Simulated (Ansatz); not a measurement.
Crystal: NaLaMnMoO6.

```
CELL_PARAMETERS angstrom
4.72242 -2.73688 0.00204
4.72242 2.73688 0.00204
-3.17796 0.00000 4.47000
ATOMIC_POSITIONS crystal
Na 0.25021 0.25021 0.74459
La 0.75117 0.75117 0.25707
Mn 0.49918 0.49918 0.49917
Mo 0.00110 0.00110 0.00114
O 0.28503 0.78106 0.28520
O 0.78106 0.28503 0.28520
O 0.25187 0.25187 0.18775
O 0.74777 0.74777 0.81124
O 0.21883 0.71407 0.71525
O 0.71407 0.21883 0.71525
```

The cell was built by a generator and needn't be a form met in nature.

Base run:

* Program: Ansatz 0.2.0
* Functional: PBE
* Potentials or basis: Ansatz PAW earlier set
* Cutoff: 900 eV
* Density cutoff: 4500 eV
* k mesh: 6 × 6 × 6
* Occupations: fermi-dirac, width 0.05 eV
* Spin: collinear spin, ferromagnetic start
* Starting moments: [0.0, 0.0, 4.0, 1.0, 0.0, 0.0, 0.0, 0.0, 0.0, 0.0] μB

Its results: band gap on the k mesh none (metal or under the smearing width); pressure 0.3 GPa; net moment 1.95 μB per cell; site moments Na +0.00; La -0.01; Mn +2.23; Mo -0.37; O +0.01, +0.02 μB; largest force 0.106 eV/Å.

After a change of settings the same cell gave: band gap on the k mesh none (metal or under the smearing width); pressure 1.0 GPa; net moment 1.96 μB per cell; site moments Na +0.00; La -0.01; Mn +2.22; Mo -0.37; O +0.01, +0.02 μB; largest force 0.142 eV/Å. Which change was it?
A. potentials or basis from Ansatz PAW earlier set to PseudoDojo standard (PBE files); cutoff from 900 eV to 1497 eV; density cutoff from 4500 eV to 5987 eV
B. potentials or basis from Ansatz PAW earlier set to JTH PAW; cutoff from 900 eV to 1800 eV; density cutoff from 4500 eV to 7200 eV
C. potentials or basis from Ansatz PAW earlier set to SPMS NC; cutoff from 900 eV to 1034 eV; density cutoff from 4500 eV to 4136 eV

B.

Caveats: a cell with one magnetic atom can't hold antiferromagnetic order, which such compounds often take; semilocal functionals often make such compounds metallic where correlation or magnetic order opens a gap, which also shifts bond lengths.

Not every run made on this cell is shown here.
